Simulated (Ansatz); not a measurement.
# ClH5OSn: the cost of one run

Program: Ansatz 0.2.0. Level of theory: RKS PBE0/def2-SVP. These are calculated values, not measurements.

## 1. The system as given

Bond lengths: Sn1–O2 2.310 Å, O2–H3 1.010 Å, Sn1–H4 1.740 Å, Sn1–Cl5 2.408 Å, Sn1–H6 1.739 Å. Angles: Sn1–O2–H3 109.5°, O2–Sn1–H4 109.4°, O2–Sn1–Cl5 109.5°, O2–Sn1–H6 109.5°, H4–Sn1–Cl5 109.5°, H4–Sn1–H6 109.5°, Cl5–Sn1–H6 109.5°.

Structure file:

```xyz
8

Sn    0.0000    0.0000    0.0000
O     0.0000    0.0000    2.3100
H    -0.9095   -0.2814    2.6471
H     1.6408    0.0000   -0.5794
Cl   -1.1351    1.9666   -0.8025
H    -0.8195   -1.4198   -0.5794
H     0.7648    1.7785    0.6433
H     0.5814    1.3520    1.6366
```

## 2. A restrained relaxation towards end A

Springs on the bonds that form and break draw the guess towards this end; the thresholds are loose.

input.yaml reads:

```yaml
crystal:
  periodic: [false, false, false]
  atoms:
    - { symbol: Sn, position_ang: [0.0, 0.0, 0.0] }
    - { symbol: O, position_ang: [0.0, 0.0, 2.31] }
    - { symbol: H, position_ang: [-0.9095, -0.2814, 2.6471] }
    - { symbol: H, position_ang: [1.6408, 0.0, -0.5794] }
    - { symbol: Cl, position_ang: [-1.1351, 1.9666, -0.8025] }
    - { symbol: H, position_ang: [-0.8195, -1.4198, -0.5794] }
    - { symbol: H, position_ang: [0.7648, 1.7785, 0.6433] }
    - { symbol: H, position_ang: [0.5814, 1.352, 1.6366] }
basis:
  gaussian: { orbitals: def2-SVP }
hamiltonian:
  xc: pbe0
relax:
  f_tol: 0.15
  max_steps: 25
  restrain:
    - { distance: [0, 6], at: 2.94, k: 30.0 }
    - { distance: [7, 1], at: 2.21, k: 30.0 }
    - { distance: [0, 1], at: 1.96, k: 30.0 }
    - { distance: [7, 6], at: 0.66, k: 30.0 }
```

Run with:

```
$ ansatz run input.yaml --threads 2 --pin off --max-ram 3072MiB --backend cpu --events-out ev --progress --plain --runs-dir out
```

**Question.** How long does this run take on 2 threads of Intel Xeon 6975P-C (Granite Rapids), shared host, and how much memory does it need?

About 12 s, with a peak of 0.2 GiB.
